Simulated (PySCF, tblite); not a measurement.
# C₆H₁₀BFSe: geometry, infrared bands and NMR shifts

What infrared bands and NMR shifts should C₆H₁₀BFSe (`C=CC[C@@H]1C[Se][C@H]1BF`) show?

The runs use tblite 0.8.0 and PySCF 2.14.0, with density-fitted response routines of our own; the level of theory stands in each step. All values are computed, except where a source is named. Atoms are numbered from 0 throughout.

### Step 1. The starting structure

19 atoms, charge 0, multiplicity 1; geometry from: force field or distance geometry start.

Bonds of the start (Å): C0–C1 1.31, C1–C2 1.49, C2–C3 1.54, C3–C4 1.52, C4–Se5 1.96, Se5–C6 1.94, C6–B7 1.58, B7–F8 1.47, C6–C3 1.51, C0–H9 1.09, C0–H10 1.09, C1–H11 1.10, C2–H12 1.11, C2–H13 1.13, C3–H14 1.12, C4–H15 1.12, C4–H16 1.10, C6–H17 1.10, B7–H18 1.20.

### Step 2. Optimising the geometry with GFN2-xTB

The job: settings as JSON, then the geometry in Å.

```
{"job": {"kind": "relax", "xc": "GFN2-xTB", "basis": "xTB"}, "charge": 0, "multiplicity": 1}
C      2.582000     0.909700    -1.171800
C      2.040700     0.367400    -0.106900
C      1.075200    -0.761400    -0.123900
C     -0.245300    -0.325600     0.530100
C     -1.226300    -1.492200     0.502900
Se    -1.581300    -1.059100    -1.377900
C     -1.076400     0.535300    -0.388200
B     -2.338800     1.177000     0.318400
F     -3.583100     0.398900     0.308100
H      2.344900     0.604400    -2.188000
H      3.279800     1.729400    -1.008100
H      2.327800     0.735600     0.889900
H      1.454300    -1.648200     0.427200
H      0.802600    -1.068000    -1.173300
H     -0.070100     0.118200     1.541300
H     -2.130100    -1.331100     1.152300
H     -0.751400    -2.473300     0.660000
H     -0.469900     1.227400    -0.983100
H     -2.444400     2.364900     0.198400
```

Command:

```console
$ OMP_NUM_THREADS=1 python probes_run.py task.json out
```

The driver reads the jobs from task.json and runs them one after another.

**Question.** This job is followed by: GFN2-xTB harmonic vibrations, gas phase; GIAO PBE0/pcSseg-1 NMR shielding, non-relativistic, gas phase. What will the session give for the following? strongest single infrared mode (GFN2-xTB); zero-point energy (GFN2-xTB); ¹³C shifts against TMS (PBE0/pcSseg-1); ¹H shifts against TMS (PBE0/pcSseg-1); ⁷⁷Se shifts against Me2Se (PBE0/pcSseg-1); ¹¹B shifts against BF3·OEt2 (PBE0/pcSseg-1); ¹⁹F shifts against CFCl3 (PBE0/pcSseg-1).

As calculated:

```
                                   quantity                                                           value
  strongest single infrared mode (GFN2-xTB)                                           1257 cm⁻¹, 289 km/mol
               zero-point energy (GFN2-xTB)                                                   91.6 kcal/mol
     ¹³C shifts against TMS (PBE0/pcSseg-1)                        145.7, 125.8, 45.1, 45.1, 37.5, 30.3 ppm
      ¹H shifts against TMS (PBE0/pcSseg-1)  5.96, 5.73, 5.53, 4.90, 3.86, 3.50, 3.04, 2.62, 2.49, 2.29 ppm
  ⁷⁷Se shifts against Me2Se (PBE0/pcSseg-1)                                                          53 ppm
¹¹B shifts against BF3·OEt2 (PBE0/pcSseg-1)                                                        30.4 ppm
   ¹⁹F shifts against CFCl3 (PBE0/pcSseg-1)                                                      -112.8 ppm
```

**Reading.** Over 93 steps the energy fell by 1.258 eV; of the close pairs, B7–F8 changed most, 1.468 to 1.325 Å. All 51 modes are real, so the xTB geometry is a minimum. The strongest single mode, at 1257 cm⁻¹, moves mainly B7. GFN2-xTB is a fitted tight-binding method: band positions and strengths are rough. Its intensities can rank the bands wrongly. C1 (alkene CH) lies farthest downfield among carbon, at 145.7 ppm; as expected for a trigonal carbon in a double bond. H11 (hydrogen on an alkene CH) lies farthest downfield among hydrogen, at 5.96 ppm; olefinic region. At PBE0/pcSseg-1: The widest tensor belongs to Se5: span 1545 ppm, with a paramagnetic part of -1296 ppm. Spin-orbit coupling is left out, which matters for shieldings and couplings at and beside the heavy atoms.
